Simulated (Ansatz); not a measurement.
Run this with the Python package of Ansatz (0.2.0) and show what comes out.

Contents of `aln.xyz`:
```text
2
Lattice="0.0 2.18399356 2.18399356 2.18399356 0.0 2.18399356 2.18399356 2.18399356 0.0" Properties=species:S:1:pos:R:3 pbc="T T T"
Al    0.00000000    0.00000000    0.00000000
N     3.27599034    3.27599034    3.27599034
```

`compress.py`
```python
# -*- coding: utf-8 -*-
"""Volume and enthalpy of AlN against pressure."""

import ansatz as az
import numpy as np

def edges_and_angles(cell):
    cell = np.asarray(cell)
    a, b, c = np.linalg.norm(cell, axis=1)
    cosines = cell[1] @ cell[2] / (b * c), cell[0] @ cell[2] / (a * c), cell[0] @ cell[1] / (a * b)
    return (a, b, c, *np.degrees(np.arccos(cosines)))


def main():
    system = az.Crystal.from_extxyz("aln.xyz")

    model = system.calculation().scf(tolerance=1e-10).kpoints(8).occupations("fixed")

    # H = F + PV, with 1 GPa A^3 = 1/160.21766 eV
    rows = []
    for pressure in [0, 5, 10, 20]:
        outcome = model.relax(cell=True, pressure=pressure, force_tolerance=0.03, max_steps=60).run(threads=1, backend="cpu")
        cell = outcome.lattice.cell_ang
        n_atoms = len(outcome.lattice.sites)
        volume = abs(np.linalg.det(cell)) / n_atoms
        enthalpy = outcome.report["free_energy_ev"] / n_atoms + pressure * volume / 160.21766
        rows.append((pressure, volume, enthalpy, *edges_and_angles(cell)))
        print(f"{pressure} GPa done: {volume:.4f} A^3/atom")

    print(" P (GPa)  V (A^3/atom)  H (eV/atom)     a       b       c")
    for row in rows:
        print("{:8.1f} {:12.4f} {:14.5f} {:7.4f} {:7.4f} {:7.4f}".format(*row[:6]))
    p, v = np.array([row[0] for row in rows], float), np.array([row[1] for row in rows])
    print("mean bulk modulus between rows (GPa):", np.round(-np.diff(p) / np.diff(np.log(v)), 1))


if __name__ == "__main__":
    main()
```

`python compress.py` gives:
```text
DeckWarning: basis.ecutwfc = 420 eV, auto-derived from the records' recommended cutoffs: set by Al (normal level)
0 GPa done: 10.6709 A^3/atom
5 GPa done: 10.4103 A^3/atom
10 GPa done: 10.1780 A^3/atom
20 GPa done: 9.7766 A^3/atom
 P (GPa)  V (A^3/atom)  H (eV/atom)     a       b       c
     0.0      10.6709     -462.10546  3.1135  3.1135  3.1135
     5.0      10.4103     -461.77657  3.0879  3.0879  3.0879
    10.0      10.1780     -461.45540  3.0648  3.0648  3.0648
    20.0       9.7766     -460.83303  3.0240  3.0240  3.0240
mean bulk modulus between rows (GPa): [202.2 221.6 248.5]
```
(Warnings from the package without file and line.)

The volume falls from 10.67 Å³ an atom at 0 GPa to 9.78 at 20 GPa, by 8.4 %. Between 0 and 5 GPa, -V dP/dV is about 202 GPa, a mean over that step.

Notes:
- Total energies depend on the potentials; only differences at equal settings carry meaning.
- At a fixed pressure a relaxation lowers the enthalpy F + PV, while F alone can rise.
- No functional is typed, so the default, PBE, holds.
- This cell is a computed structure, which may not be the phase found in nature.
- Symmetry holds the cell in this phase, whether or not it is the stable one at each pressure.
- Run time: 12 s on 1 thread of Arm Neoverse V2 (shared host), peak memory 0.34 GiB.
